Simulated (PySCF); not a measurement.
**C8H12GeO: geometry, NMR shifts and electronic excitations**

Wanted: the NMR shifts and electronic excitations of C8H12GeO (`c1co[c]([GeH]2[CH2]CC[CH2]2)c1`), by calculation.

The runs use PySCF 2.14.0, with density-fitted response routines of our own; the level of theory stands in each step. All values are computed, except where a source is named. Atoms count from 0, in the outputs and in this text.

## (1) The starting structure

22 atoms, charge 0, multiplicity 1; geometry from: GFN2-xTB.

Bonds of the start (Å): C0–C1 1.36, C1–O2 1.34, O2–C3 1.35, C3–Ge4 1.94, Ge4–C5 1.99, C5–C6 1.53, C6–C7 1.53, C7–C8 1.53, C3–C9 1.37, C9–C0 1.41, C8–Ge4 1.99, C0–H10 1.07, C1–H11 1.07, Ge4–H12 1.51, C5–H13 1.09, C5–H14 1.09, C6–H15 1.09, C6–H16 1.09, C7–H17 1.09, C7–H18 1.09, C8–H19 1.09, C8–H20 1.09, C9–H21 1.07.

## (2) Optimising the geometry at PBE0-D3(BJ)/def2-SVP

Job settings and geometry (Å):

```
{"job": {"xc": "PBE0", "basis": "def2-SVP", "d3": "d3bj", "grid": 1, "kind": "geom"}, "charge": 0, "multiplicity": 1}
C      3.627327    -0.381992     0.964116
C      2.731087     0.239330     1.777292
O      1.513656     0.244017     1.219701
C      1.607752    -0.382332     0.024471
Ge    -0.066631    -0.457729    -0.960778
C     -0.965061     1.317039    -1.043059
C     -2.398125     1.007848    -0.614149
C     -2.362097    -0.008590     0.526159
C     -1.583551    -1.240795     0.067573
C      2.896641    -0.786883    -0.176553
H      4.671737    -0.530746     1.150141
H      2.837811     0.701993     2.739355
H      0.215273    -1.127728    -2.288829
H     -0.495365     1.988435    -0.322868
H     -0.934845     1.802489    -2.016050
H     -2.943280     0.573515    -1.455799
H     -2.922216     1.914644    -0.304999
H     -1.852271     0.442646     1.380362
H     -3.374458    -0.274314     0.838192
H     -1.279204    -1.855202     0.912305
H     -2.202857    -1.857247    -0.584419
H      3.268263    -1.309014    -1.035365
```

**Question.** This job is followed by: GIAO PBE0/pcSseg-1 NMR shielding, non-relativistic, gas phase; TDDFT CAM-B3LYP/def2-SVPD, vertical, gas phase, core orbitals frozen in the response; GIAO B3LYP/pcSseg-1 NMR shielding, non-relativistic, gas phase. Predict these results of the whole session: point group; rotational constants (main isotopes); 13C shifts against TMS (PBE0/pcSseg-1, means over atoms taken as alike); 1H shifts against TMS (PBE0/pcSseg-1, means over atoms taken as alike); 17O shifts against H2O (PBE0/pcSseg-1); 73Ge shifts against GeMe4 (PBE0/pcSseg-1); lowest singlet (CAM-B3LYP/def2-SVPD); lowest triplet; vertical ionisation energy (ΔSCF); range of the shift of Ge4.

The runs gave:

| quantity | value |
| --- | --- |
| point group | C1 |
| rotational constants (main isotopes) | 2.24, 0.64, 0.59 GHz |
| 13C shifts against TMS (PBE0/pcSseg-1, means over atoms taken as alike) | 160.5, 151.4, 127.0, 115.4, 31.0, 13.6 ppm |
| 1H shifts against TMS (PBE0/pcSseg-1, means over atoms taken as alike) | 7.64, 6.89, 6.51, 4.75, 1.74, 1.50, 0.99, 0.91 ppm |
| 17O shifts against H2O (PBE0/pcSseg-1) | 319.3 ppm |
| 73Ge shifts against GeMe4 (PBE0/pcSseg-1) | -67 ppm |
| lowest singlet (CAM-B3LYP/def2-SVPD) | 5.82 eV (213 nm), f = 0.353 |
| lowest triplet | 3.87 eV |
| vertical ionisation energy (ΔSCF) | 8.35 eV |
| range of the shift of Ge4 | -71 to -67 ppm |

What this shows: The optimisation took 6 steps and gained 0.087 eV; among the close pairs (by a distance rule), Ge4–H12 changed most, from 1.514 to 1.540 Å. No frequency check was run at this level, so the end point may be a saddle. At PBE0/pcSseg-1: Shielding is most anisotropic at O2 (span 373 ppm, paramagnetic term -383 ppm). NICS(1)zz of -27 ppm above the planar ring from C0 marks a diatropic (aromatic) ring current. The first singlet state (HOMO→LUMO 0.95) lies at 5.82 eV and is bright. The lowest triplet lies 1.94 eV below the lowest singlet (triplets in Tamm-Dancoff, singlets in full TDDFT). ΔSCF puts the ionisation energy at 8.35 eV, 0.61 eV above −ε(HOMO). Across the 2 runs the shift of Ge4 moves most, between -71 (B3LYP/pcSseg-1) and -67 ppm (PBE0/pcSseg-1). Spin-orbit coupling is left out, which matters for shieldings and couplings at and beside the heavy atoms.
